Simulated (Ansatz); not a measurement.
The same calculation of CH3FOSSi, SMILES OC1S[SiH]1F as a Python script and as an input file (Ansatz 0.2.0, Python API).

The script, `energy_ch3fossi.py`:
```python
# -*- coding: utf-8 -*-
'''Electronic structure of the CH3FOSSi molecule.'''

import ansatz as az

geometry_ang = [
    ('O', (1.4016, -0.1371, -1.128)),
    ('C', (0.2752, 0.484, -0.3702)),
    ('S', (0.534, 0.4563, 1.2889)),
    ('Si', (-0.9791, -0.5812, 0.2439)),
    ('F', (-2.3995, 0.1534, 0.6362)),
    ('H', (2.2021, 0.1088, -0.6973)),
    ('H', (-0.067, 1.435, -0.7426)),
    ('H', (-0.8751, -1.9763, 0.7132)),
]
geometry = az.Crystal.molecule()
for symbol, xyz in geometry_ang:
    geometry = geometry.atom(symbol, xyz)

job = (
    geometry.calculation()
    .basis(gaussian='def2-SVPD')
    .functional('b3lyp')
)
done = job.run(threads=1)
data = done.report

print('reference energy %16.6f eV' % data['reference_energy_ev'])
print('total energy     %16.6f eV' % data['free_energy_ev'])
print('occupied orbitals outside the frozen core (up, down):', data['n_occupied'], ' frozen:', data['n_frozen'], ' virtual:', data['n_virtual'])

field = data['mean_field']
print('<S^2> =', round(abs(field['state']['spin_squared']), 4), ' all-electron relativity setting:', field['relativity'])
print('passes:', field['passes'])
if 'symmetry' in field:
    print('occupied orbitals by irrep:', field['symmetry']['occupied'])
```

```console
$ python energy_ch3fossi.py
reference energy    -24554.020943 eV
total energy        -24554.020943 eV
occupied orbitals outside the frozen core (up, down): [28, 28]  frozen: 0  virtual: [113, 113]
<S^2> = 0.0  all-electron relativity setting: none
passes: {'evaluations': 16, 'products': 13}
occupied orbitals by irrep: [{'A': 28}, {'A': 28}]
```

`input.yaml`:
```yaml
crystal:
  periodic: [false, false, false]
  atoms:
    - { symbol: O, position_ang: [1.4016, -0.1371, -1.128] }
    - { symbol: C, position_ang: [0.2752, 0.484, -0.3702] }
    - { symbol: S, position_ang: [0.534, 0.4563, 1.2889] }
    - { symbol: Si, position_ang: [-0.9791, -0.5812, 0.2439] }
    - { symbol: F, position_ang: [-2.3995, 0.1534, 0.6362] }
    - { symbol: H, position_ang: [2.2021, 0.1088, -0.6973] }
    - { symbol: H, position_ang: [-0.067, 1.435, -0.7426] }
    - { symbol: H, position_ang: [-0.8751, -1.9763, 0.7132] }
basis:
  gaussian: { orbitals: def2-SVPD }
hamiltonian:
  xc: b3lyp
```

The program run on that file:
```console
$ ansatz run input.yaml --threads 1 --pin off --max-ram 4096MiB --backend cpu --events-out ev --progress --plain --runs-dir out
Engine: ansatz 0.2.0, aarch64-unknown-linux-gnu
Functional definition: B3LYP
  parameter a0 = 0.2
  parameter ax = 0.72
  parameter ac = 0.81
  exchange = (1 - a0 - ax)*slater_x + ax*b88_x + a0*exact_x
  correlation = (1 - ac)*vwn_rpa_c + ac*lyp_c
1243 factors; their error is unknown
mean field evaluation 1: about -24546.8303 eV, gradient 6.0e1 eV
mean field evaluation 2: about -24526.4694 eV, gradient 1.2e2 eV
mean field evaluation 4: about -24553.7501 eV, gradient 9.0e0 eV
mean field evaluation 8: about -24554.0206 eV, gradient 2.1e-1 eV
mean field evaluation 16: about -24554.0207 eV, gradient 1.9e-5 eV
mean field -24554.02066517 eV, -902.3436161321 hartree, gradient 1.9e-5 eV, S^2 0.000000; 0 other end points of the search recorded, 0 dependent functions left out
reference -24554.02094308 eV, -902.3436263452 hartree; 28, 28 occupied and 113, 113 virtual orbitals, 1243 factors
Total energy: -24554.02094308 eV, -902.3436263452 hartree
```

Caveats:
- Total energies depend on the basis set; only differences at equal settings carry meaning.
- The geometry is a force-field or estimated start, not a minimum of this method, and the basis set is short of its limit.
- b3lyp holds the VWN-RPA fit, as in Gaussian; the form of ORCA and Turbomole is b3lyp5.
- Hardware and time: 5.7 s on 1 thread of Arm Neoverse V1, with other jobs on the host, peak memory 0.33 GiB.

(A comment or docstring line of the script was reworded after the run, the code is as it ran; lines on the test bed's own set-up are left out of the output.)
